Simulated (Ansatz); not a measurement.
# AlSn (P-6m2) in Ansatz: notebook

The runs below take AlSn through band structure, with PBEsol.

Program: Ansatz 0.2.0. These are calculated values, not measurements. Logs are shortened: lines on timing, memory, paths and dates and some standing lists are left out, and cuts for length are marked.

## Step 1: The crystal as given

The structure is hexagonal, space group P-6m2 (No. 187). Conventional cell: a = 4.198 Å, b = 4.198 Å, c = 3.307 Å, α = 90.00°, β = 90.00°, γ = 120.00°. Around Sn (site symmetry -6m2) lie 6 Al at 2.93 Å and 2 Sn at 3.31 Å. Al (site symmetry -6m2) is surrounded by 6 Sn at 2.93 Å and 2 Al at 3.31 Å.

The cell comes from a database or a generator and needn't be the stable form of this composition.

## Step 2: Band structure, PBEsol

Input file input.yaml:

```yaml
crystal:
  lattice:
    - [4.1981056157, 0.0, 0.0]
    - [-2.0990528078, 3.6356661109, 0.0]
    - [0.0, 0.0, 3.306847]
  atoms:
    - { symbol: Sn, position: [0.3333333333, 0.6666666667, 0.5] }
    - { symbol: Al, position: [0.0, 0.0, 0.0] }
kpoints:
  mp_grid: { grid: [7, 7, 8] }
  band_path:
    path:
      - [0.0, 0.0, 0.0]
      - [0.5, 0.0, 0.0]
      - [0.3333333333, 0.3333333333, 0.0]
      - [0.0, 0.0, 0.0]
      - [0.0, 0.0, 0.5]
      - [0.5, 0.0, 0.5]
      - [0.3333333333, 0.3333333333, 0.5]
      - [0.0, 0.0, 0.5]
    npoints: 6
scf:
  occupations: { method: fermi_dirac, width: 0.05 }
hamiltonian:
  xc: pbesol
  pseudopotentials: { kind: all_electron, lapw: { basis_error: 0.001 } }
output:
  forces: true
  stress: true
  eigenvalues: true
```

Potentials or basis: all-electron LAPW, scalar-relativistic.

On the command line:

```sh
$ ansatz run input.yaml --threads 1 --pin off --max-ram 3072MiB --backend cpu --events-out ev --progress --plain --runs-dir out
```

What it wrote:

```text
Warning: RAYON_NUM_THREADS=1 ignored (pool sized by the plan → 1); use --threads N
LAPW: plane waves up to 6.770 Å⁻¹, error target 1.0e-3 eV per atom; small_component_spin mean_spin; Al in spheres of 1.306 Å, 11 of its electrons in bands, Dirac shells []; Sn in spheres of 1.628 Å, 22 of its electrons in bands, Dirac shells [] (how accurate: hamiltonian.pseudopotentials.lapw.basis_error, Limitations)
Engine: ansatz 0.2.0, x86_64-unknown-linux-gnu
Pseudopotentials: kind: all_electron
Pseudopotential: Sn, LAPW, valence charge 22, lapw/all_electron/scalar/gaussian/Sn, Koelling and Harmon's equation, gaussian nucleus
Pseudopotential: Al, LAPW, valence charge 11, lapw/all_electron/scalar/gaussian/Al, Koelling and Harmon's equation, gaussian nucleus
Functional definition: PBEsol
  exchange = pbesol_x
  correlation = pbesol_c
Crystal: 2 atoms, lattice volume = 50.472 Å³
Basis set: ecut = 174.62966258932724 eV, 277 PW (Γ), exchange–correlation at level 2
Bands: 21, of which v1, the nominal top of the filled ones, is band 17 counted from 1 (16 counted from 0)
Symmetry: 12 space group operations
Space group: P-6m2 (ITA 187), of the structure as read, at distance tolerance 3.7e-5 Å
k-points: 40 of 392 (time reversal used)
Non-local potential: Sn, projectors of the file, none
Non-local potential: Al, projectors of the file, none
Initial density: superposition of atomic densities (chi_scale 0.1, normalization cell, long waves kept (reshape's long-wave potential 0.00 eV rms))
Initial wavefunctions: plane waves of lowest kinetic energy (no species holds an atomic orbital)
Functional: x = pbesol(κ = 0.804, μ = 0.12345679012345678), c = pbesol(β = 0.046)
iter 1 solved again at ethr=2.99e-4 eV; its pass at ethr=1.00e-1 eV (dr2=9.88e-2 eV) is discarded
SCF iter   1: F=—  HF=-174609.267596 eV  |F-HF|=—  |Δ(HF+E_count)|=         —  Δρ=1.24e-2  dr2=9.96e-2  ethr=2.99e-4  ⟨swp⟩=2.9  Hψ=5736  notcnv=0
preconditioner: auto → none  [metal: Δε(μ)=0.111 eV  Ē_g=18.064 eV  σ=0.050 eV  W_gap=0.44  n_scr=8 (ndim 8)  ℏωp=21.6 eV  f_vac=0.000  D(μ)=0.35/eV (n_scr^D=0)  sad-step TF]
SCF iter   2: F=—  HF=-174609.238656 eV  |F-HF|=—  |Δ(HF+E_count)|=   2.89e-2  Δρ=8.88e-3  dr2=6.53e-2  ethr=2.99e-4  ⟨swp⟩=2.0  Hψ=2426  notcnv=0
iter 3 solved again at ethr=9.50e-6 eV; its pass at ethr=1.98e-4 eV (dr2=3.14e-3 eV) is discarded
SCF iter   3: F=—  HF=-174609.226541 eV  |F-HF|=—  |Δ(HF+E_count)|=   1.21e-2  Δρ=1.95e-3  dr2=3.14e-3  ethr=9.50e-6  ⟨swp⟩=2.0  Hψ=4299  notcnv=0
SCF iter   4: F=—  HF=-174609.221026 eV  |F-HF|=—  |Δ(HF+E_count)|=   5.52e-3  Δρ=4.83e-4  dr2=1.71e-4  ethr=9.50e-6  ⟨swp⟩=2.4  Hψ=2441  notcnv=0
SCF iter   5: F=—  HF=-174609.221059 eV  |F-HF|=—  |Δ(HF+E_count)|=         —  Δρ=1.21e-4  dr2=9.18e-6  ethr=5.18e-7  ⟨swp⟩=2.0  Hψ=2419  notcnv=0
the basis was enlarged: its passes take 63.2 KiB over the memory plan, 1 of 1 planned eigensolver slots
SCF iter   6: F=—  HF=-174609.221060 eV  |F-HF|=—  |Δ(HF+E_count)|=   1.59e-6  Δρ=1.29e-5  dr2=9.97e-8  ethr=2.78e-8  ⟨swp⟩=3.0  Hψ=2497  notcnv=0
SCF iter   7: F=-174609.221060 eV  HF=-174609.221060 eV  |F-HF|=1.75e-9  |Δ(HF+E_count)|=   9.69e-8  Δρ=2.38e-6  dr2=2.35e-9  ethr=3.02e-10  ⟨swp⟩=2.8  Hψ=2481  notcnv=0
SCF 1 converged in 7 iterations: F = -174609.221060 eV  dr2 = 2.35e-9
NSCF: frozen V_eff on 43 k-points
SCF converged after 7 iterations
Free energy (F): -174609.221060 eV
Harris-Foulkes:  -174609.221060 eV  (|F-HF|=1.75e-9)
Internal energy: -174609.217118 eV  (E = F + TS)
E sigma→0 (E₀):  -174609.219089 eV
Entropy (-TS):   -0.003942 eV (-1.971 meV/atom)
Fermi energy:    9.981602 eV
--- Per-component energies (eV) ---
  E_band       = -1276.424607
  E_kinetic    = 183295.761612
  E_xc         = -4914.781276
  E_electrostatic = -352990.197454  (all electrons and nuclei)
  E_smearing   = -0.003942  (= −TS)
  E_closure    = 0.000000  (closes the sum)
  E_atoms      = -174601.286663  (free atoms, spherical and without spin; not in F)
  Σ components = -174609.221060   (vs F -174609.221060, Δ=0.00e0)
  Basis errors (estimates in eV, not in F): energy 3.6e-4 per atom: plane waves 3.1e-4 (1.7e-4 summed), levels above the bands 2.5e-56, relativity 7.6e-9, radial functions 4.5e-5, core shells 4.8e-10; eigenvalues (radial functions only) 1.9e-6; not estimated: angular momenta, meshes, grids; target (lapw.basis_error) 1.0e-3; muffin-tin radii Al 1.306 Å, Sn 1.628 Å
--- Forces (eV/Å), atoms counted from 1 ---
  atom   1  Sn    -0.00000000    -0.00000000     0.00000000
  atom   2  Al     0.00000000     0.00000000     0.00000000
  max |Σ_I F_I| component: 9.83e-18 eV/Å
--- Stress (GPa, compression-positive) ---
       -1.850973       0.000000       0.000000
        0.000000      -1.850973       0.000000
        0.000000       0.000000      -1.677709
  P = ⅓ Tr σ = -1.7932 GPa (-17.932 kbar)
--- Band table (eV; the first three rows and the last of 40) ---
  k-point 0: bands = ["-119.0411", "-93.3652", "-74.8848", "-74.8677", "-74.8677", "-55.0506", "-55.0467", "-55.0467", "-11.3050", "-11.1980", "-11.1980", "-11.1784", "-11.1784", "-0.4823", "9.7654", "9.7654", "10.6644", "12.5733", "13.1044", "13.1044", "15.1370"]
  k-point 1: bands = ["-119.0411", "-93.3652", "-74.8851", "-74.8677", "-74.8677", "-55.0509", "-55.0466", "-55.0466", "-11.2788", "-11.1969", "-11.1969", "-11.1879", "-11.1879", "-0.2634", "9.9947", "9.9947", "10.1539", "11.2027", "13.2774", "13.2774", "16.0274"]
  k-point 2: bands = ["-119.0411", "-93.3651", "-74.8859", "-74.8677", "-74.8677", "-55.0514", "-55.0466", "-55.0466", "-11.2155", "-11.2111", "-11.2111", "-11.1938", "-11.1938", "0.3930", "7.6227", "10.6653", "10.6653", "11.6085", "13.7543", "13.7543", "16.5043"]
  k-point 39: bands = ["-119.0411", "-93.3651", "-74.8870", "-74.8676", "-74.8676", "-55.0523", "-55.0466", "-55.0466", "-11.2547", "-11.2502", "-11.1845", "-11.1767", "-11.1127", "4.4260", "6.0694", "7.0270", "7.7027", "9.3123", "10.3462", "17.0943", "17.4696"]
```

Wall time 22 s (1 thread of Intel Xeon at 2.50GHz (Skylake/Cascade Lake), shared host); peak memory 0.29 GiB.

What came out:

```yaml
Free_energy: -174609.2211 eV
Pressure: -1.8 GPa
Band_gap_along_the_path: none (metal or under the smearing width)
```

Levels at the corners of the path, in eV from the Fermi level:
| point | band 12 | band 13 | band 14 | band 15 | band 16 | band 17 | band 18 | band 19 | band 20 | band 21 |
| --- | --- | --- | --- | --- | --- | --- | --- | --- | --- | --- |
| Γ | -21.16 | -21.16 | -10.46 | -0.22 | -0.22 | 0.68 | 2.59 | 3.12 | 3.12 | 5.16 |
| M | -21.16 | -21.16 | -8.64 | -6.33 | -1.83 | 0.56 | 4.41 | 6.49 | 7.15 | 7.94 |
| K | -21.16 | -21.16 | -8.22 | -6.32 | -3.97 | 5.01 | 5.46 | 5.79 | 6.00 | 6.08 |
| Γ | -21.16 | -21.16 | -10.46 | -0.22 | -0.22 | 0.68 | 2.59 | 3.12 | 3.12 | 5.16 |
| A | -21.17 | -21.11 | -7.45 | -6.21 | 2.71 | 2.71 | 3.60 | 3.60 | 3.75 | 4.14 |
| L | -21.15 | -21.09 | -5.76 | -4.22 | -3.17 | -2.33 | 1.18 | 2.40 | 3.67 | 3.93 |
| H | -21.16 | -21.09 | -5.41 | -3.62 | -3.09 | -2.57 | -0.89 | 0.17 | 7.66 | 8.05 |
| A | -21.17 | -21.11 | -7.45 | -6.21 | 2.71 | 2.71 | 3.60 | 3.60 | 3.75 | 4.14 |

Caveat: spin-orbit coupling is left out, which moves the levels of the heavy elements.

(Part 1 of 2 ends here.)
